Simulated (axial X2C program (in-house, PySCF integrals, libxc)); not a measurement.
# A two-component session on CuC⁺: properties at the nuclei

Wanted for CuC⁺: properties at the nuclei, at the two-component level.

Computed with an in-house X2C program for linear molecules on PySCF integrals. Level: two-component X2C with atomic mean-field terms, Cu dyall-cv3z, C dyall-v3z.

All values are calculated.

### 1 Input

File task.json:

```json
{"zs": [29, 6], "q": 1, "bas": ["dyall-cv3z", "dyall-v3z"], "r0": 1.82, "levels": ["PBE0", "HF", "PBE50", "BP86", "r2SCAN"], "nst": 3}
```

Keys: zs atomic numbers; q charge; bas basis sets; r0 starting distance in Å; levels methods (HF also brings MP2); nst determinants followed.

Launch:

```
> python soeom.py task.json out
```

The runs that follow: Expectation values, lowest determinant; Expectation values, a higher determinant; Expectation values, a higher determinant.

**Question.** What will these runs give? Wanted: lowest determinant; Eeff magnitude; Ws magnitude Cu; A∥/gI Cu; qzz Cu; higher determinant; qzz C (for each run or level that gives them).

As calculated:

| quantity | value |
| --- | --- |
| lowest determinant | Ω = 2 (excess of +ω over −ω: ω = 1/2, ω = 3/2) |
| Eeff magnitude (GV/cm), PBE0 | 0.972 |
| Ws magnitude Cu (kHz), PBE0 | 0.19 |
| A∥/gI Cu (MHz), PBE0 | 574 |
| qzz Cu (a.u.), PBE0 | 0.28 |
| higher determinant | Ω = 0 (closed shell) |
| qzz Cu (a.u.), PBE0, higher determinant | 0.27 |
| qzz C (a.u.), PBE0, higher determinant | -1.93 |
| higher determinant | Ω = 1 (excess of +ω over −ω: 2 × ω = 1/2) |
| Eeff magnitude (GV/cm), PBE0, higher determinant | 1.07 |
| Ws magnitude Cu (kHz), PBE0, higher determinant | 0.444 |
| A∥/gI Cu (MHz), PBE0, higher determinant | 1360 |
| qzz Cu (a.u.), PBE0, higher determinant | 0.42 |

In words: In the first state, the effective field runs from 0.856 to 1.02 GV/cm over the mean-field levels. The expectation values come from single determinants, which for open shells can mix terms of unlike spin or miss the lowest Ω, so a determinant need not be a state. Eeff is the effective electric field on the electron dipole moment in this Ω state and Ws the scalar–pseudoscalar constant (defined with the proton number Z and per Ω); A∥ is the parallel hyperfine constant, which follows by multiplying with the nuclear g factor gI = μI/(I μN); qzz is the electric field gradient, eQq0 = 234.96 MHz × Q/barn × qzz. The operators were transformed with the bare-nucleus X2C matrices.
